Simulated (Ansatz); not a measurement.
**C3H4F2Si: a ladder of functionals and wavefunction methods**

The task here is to estimate one member of a computed series from the others.

Program: Ansatz 0.2.0, Gaussian basis. Level of theory: functionals in def2-TZVPP, the program's frozen cores in correlated methods. These are calculated values, not measurements.

Plan: PBE-D4, r2SCAN-D4, PBE0-D4, B3LYP-D4, ωB97X-V, ωB97M-V, B2PLYP; CCSD(T)/def2-TZVPP; MP2/def2-QZVPP; extrapolation to the limit.

## Structure used throughout

An earlier PBE0-D4 in a triple-zeta def2 set relaxation fixed the geometry.

10 atoms, charge 0, spin multiplicity 1.

Atoms are counted from 1 here; the program's logs count them from 0.

Bond lengths: C1–C2 1.480 Å, C1–H7 1.092 Å, C1–H8 1.093 Å, C1–H9 1.093 Å, C2–C3 1.341 Å, C2–Si5 1.809 Å, C3–F4 1.324 Å, C3–Si5 1.771 Å, Si5–F6 1.595 Å, Si5–H10 1.476 Å. Angles: C2–C1–H7 111.9°, C2–C1–H8 110.1°, C2–C1–H9 110.6°, H7–C1–H8 108.5°, H7–C1–H9 108.7°, H8–C1–H9 106.9°, C1–C2–C3 138.4°, C1–C2–Si5 155.1°, C3–C2–Si5 66.5°, C2–C3–F4 133.0°, C2–C3–Si5 69.5°, F4–C3–Si5 157.5°, C2–Si5–C3 44.0°, C2–Si5–F6 122.5°, C2–Si5–H10 126.0°, C3–Si5–F6 123.3°, C3–Si5–H10 126.2°, F6–Si5–H10 104.7°.

Geometry (Å):

```xyz
10
C3H4F2Si
C    -0.55313   -1.12174    0.98953
C     0.01266   -0.12494    0.05289
C     0.74243   -0.10686   -1.07142
F     1.27320   -1.06184   -1.81917
Si    0.31858    1.54110   -0.58083
F    -0.81199    2.40468   -1.30169
H    -0.26591   -2.14035    0.72223
H    -1.64422   -1.05902    0.99193
H    -0.22167   -0.92011    2.01094
H     1.23326    2.53799    0.00849
```

The first run:

in.yaml

```yaml
crystal:
  periodic: [false, false, false]
  atoms:
    - {symbol: C, position_ang: [-0.553132, -1.121741, 0.989534]}
    - {symbol: C, position_ang: [0.012662, -0.124942, 0.052892]}
    - {symbol: C, position_ang: [0.742425, -0.106860, -1.071422]}
    - {symbol: F, position_ang: [1.273202, -1.061836, -1.819175]}
    - {symbol: Si, position_ang: [0.318582, 1.541095, -0.580826]}
    - {symbol: F, position_ang: [-0.811992, 2.404675, -1.301690]}
    - {symbol: H, position_ang: [-0.265910, -2.140351, 0.722233]}
    - {symbol: H, position_ang: [-1.644224, -1.059023, 0.991930]}
    - {symbol: H, position_ang: [-0.221667, -0.920109, 2.010938]}
    - {symbol: H, position_ang: [1.233257, 2.537992, 0.008486]}
basis:
  gaussian: {orbitals: def2-TZVPP}
hamiltonian: {xc: pbe, dispersion: d4}
output: {forces: true, orbitals: {seedname: orbitals}}
```

Started as:

```sh
> ansatz run in.yaml --threads 4 --pin off --events-out ev --progress --plain --max-ram 10444MiB
```

Among the steps run: PBE-D4 (GGA); r2SCAN-D4 (meta-GGA); PBE0-D4 (hybrid); B3LYP-D4 (hybrid); ωB97X-V (range-separated); ωB97M-V (range-separated); B2PLYP (double hybrid); CCSD(T) in def2-TZVPP; MP2 in def2-QZVPP.

One of the session's tables, all rows but one given; the rest of the session is left out.

```
            method  atomisation energy (eV)
            PBE-D4                        ?
         r2SCAN-D4                   42.890
           PBE0-D4                   42.908
          B3LYP-D4                   42.465
           ωB97X-V                   42.726
           ωB97M-V                   42.744
            B2PLYP                   42.168
     HF/def2-TZVPP                   30.800
    MP2/def2-TZVPP                   42.690
   CCSD/def2-TZVPP                   40.598
CCSD(T)/def2-TZVPP                   41.377
           MP2/CBS                   43.863
       CCSD(T)/CBS                   42.550
```

**Question.** Estimate the row for PBE-D4.

**Answer.** atomisation energy (eV): 43.966. In the column «atomisation energy (eV)» it is the highest.
